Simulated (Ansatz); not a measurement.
# CH4ClIn: the cost of one run

Computed with Ansatz 0.2.0, Gaussian basis. Level: PBE0-D4, def2-SVP first, then def2-TZVP.

105 further runs of the same task are left out: 105 set aside as unsound or not needed.

### Step 1. Starting geometry

The guess: 7 atoms, charge 0, spin multiplicity 1.

Atoms are counted from 1 here; the program's logs count them from 0.

Bond lengths: In1–Cl2 2.856 Å, In1–C4 2.350 Å, C4–H5 1.091 Å, C4–H6 1.089 Å, C4–H7 1.091 Å. Angles: Cl2–In1–C4 99.1°, In1–C4–H5 109.0°, In1–C4–H6 109.7°, In1–C4–H7 108.8°, H5–C4–H6 109.7°, H5–C4–H7 109.9°, H6–C4–H7 109.8°.

As a file:

```mol
CH4ClIn
  3D, bonds by distance, orders not assigned

  7  5  0  0  0  0  0  0  0  0999 V2000
   -1.2337   -0.4177   -0.3444 In  0  0
    0.5824   -2.5996   -0.6561 Cl  0  0
   -1.1282   -2.5920   -1.0279 H   0  0
    0.2747    1.2148    0.4187 C   0  0
    0.3691    1.1314    1.5021 H   0  0
    1.2470    1.0622   -0.0466 H   0  0
   -0.1112    2.2009    0.1543 H   0  0
  1  2  8  0
  1  4  8  0
  4  5  8  0
  4  6  8  0
  4  7  8  0
M  END
```

Distances that are to change: Cl2–H3 1.75 Å, In1–Cl2 2.86 Å, In1–H3 2.28 Å.

### Step 2. Relaxing the guess with the reacting distances held

The input, hold/in.yaml:

```yaml
crystal:
  periodic: [false, false, false]
  atoms:
    - {symbol: In, position_ang: [-1.233700, -0.417700, -0.344400]}
    - {symbol: Cl, position_ang: [0.582400, -2.599600, -0.656100]}
    - {symbol: H, position_ang: [-1.128200, -2.592000, -1.027900]}
    - {symbol: C, position_ang: [0.274700, 1.214800, 0.418700]}
    - {symbol: H, position_ang: [0.369100, 1.131400, 1.502100]}
    - {symbol: H, position_ang: [1.247000, 1.062200, -0.046600]}
    - {symbol: H, position_ang: [-0.111200, 2.200900, 0.154300]}
basis:
  gaussian: {orbitals: def2-SVP}
hamiltonian: {xc: pbe0, dispersion: d4}
relax: {f_tol: 0.08, max_steps: 120, escape_saddle: false, constraints: [{distance: [1, 2]}, {distance: [0, 1]}, {distance: [0, 2]}]}
```

Command:

```console
> ansatz run in.yaml --threads 2 --pin off --events-out ev --progress --plain --max-ram 4352MiB
```

**Question.** How long does this run take on 2 threads of Intel Xeon 6975P-C, shared host?

About 6 s.
